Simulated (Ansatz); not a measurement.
# SiGeN+ (triplet): from Hartree-Fock to the top rungs, cc-pVDZ

The task here is to estimate one member of a computed series from the others.

Computed with Ansatz 0.2.0, Gaussian basis. Level: cc-pVDZ, core rule «outside noble gas», up to 20 orbitals frozen.

To be run: UHF; CCSD(T) on ROHF; CCSD(T) on UHF; BCCD(T) on ROHF; CISD; CCSDT(Q) on ROHF; CCSDT(Q) on UHF; CASSCF and MRCISD+Q, 10 electrons in 11 orbitals; CASSCF and NEVPT2, 10 electrons in 11 orbitals.

26 further runs of the same task are left out: 12 that didn't finish, 14 set aside as unsound or not needed.

### What is computed

The geometry is a PBE0/def2-TZVP stationary point (not a proven minimum) of the parent state, kept for this charge and spin. No spin-orbit coupling is included. The filled d shell of Ge may be among the frozen orbitals whatever the setting's name suggests; the logs give the count.

3 atoms, charge 1, spin multiplicity 3.

Atoms are counted from 1 here; the program's logs count them from 0.

Bond lengths: Ge1–Si2 2.353 Å, Si2–N3 1.602 Å. Angles: Ge1–Si2–N3 180.0°.

As a file:

```xyz
3
GeNSi
Ge    0.0000    0.0000    2.1024
Si    0.0000    0.0000   -0.2503
N     0.0000    0.0000   -1.8521
```

Set-up of the first run:

File in.yaml:

```yaml
crystal:
  periodic: [false, false, false]
  atoms:
    - {symbol: Ge, position_ang: [0.000000, 0.000000, 2.102400]}
    - {symbol: Si, position_ang: [0.000000, 0.000000, -0.250300]}
    - {symbol: N, position_ang: [0.000000, 0.000000, -1.852100]}
basis:
  gaussian: {orbitals: cc-pVDZ}
total_charge: 1
magnetization: {spin_polarized: true, initial_magnetization: 2}
hamiltonian: {xc: hf}
output: {orbitals: {seedname: orbitals}}
```

On the command line:

```sh
$ ansatz run in.yaml --threads 1 --pin off --events-out ev --progress --plain --max-ram 2393MiB
```

Steps of the session up to this table: UHF; CCSD(T) on ROHF; CCSD(T) on UHF; BCCD(T) on ROHF; CISD; CCSDT(Q) on ROHF; CCSDT(Q) on UHF; CASSCF and MRCISD+Q, 10 electrons in 11 orbitals; CASSCF and NEVPT2, 10 electrons in 11 orbitals.

One table of the session follows, with a row left open; its other results are not shown here.

It belongs to the step «Misses and costs». 

| method | from RCCSDT(Q) (kJ/mol) |
| --- | --- |
| ROHF | +847.1 |
| UHF | +780.7 |
| RMP2 | +152.8 |
| UMP2 | +218.8 |
| CISD | +147.8 |
| RCCSD | ? |
| UCCSD | +62.0 |
| RCCSD(T) | +20.8 |
| UCCSD(T) | +25.5 |
| BCCD(T) | +21.4 |
| RCCSDT | +9.7 |
| UCCSDT | +9.2 |
| RCCSDT(Q) | 0 |
| UCCSDT(Q) | -2.9 |
| CASSCF valence | +499.7 |
| NEVPT2 valence | +92.2 |
| MRCISD valence | +37.1 |
| MRCISD+Q valence | -2.8 |

Estimate the missing values for RCCSD.

As computed: from RCCSDT(Q) (kJ/mol): +62.6. In the column «from RCCSDT(Q) (kJ/mol)» it lies between UCCSD (+62.0) and NEVPT2 valence (+92.2).

Caveats from the session: The determinant is far from a pure spin state, so its energy mixes those of several spin states (harmless only where they are near-degenerate, as at dissociation). Restricted and unrestricted rows rest on different reference determinants; where their highest levels disagree by more than a few hundredths of an eV, they describe different states and don't form one ladder.
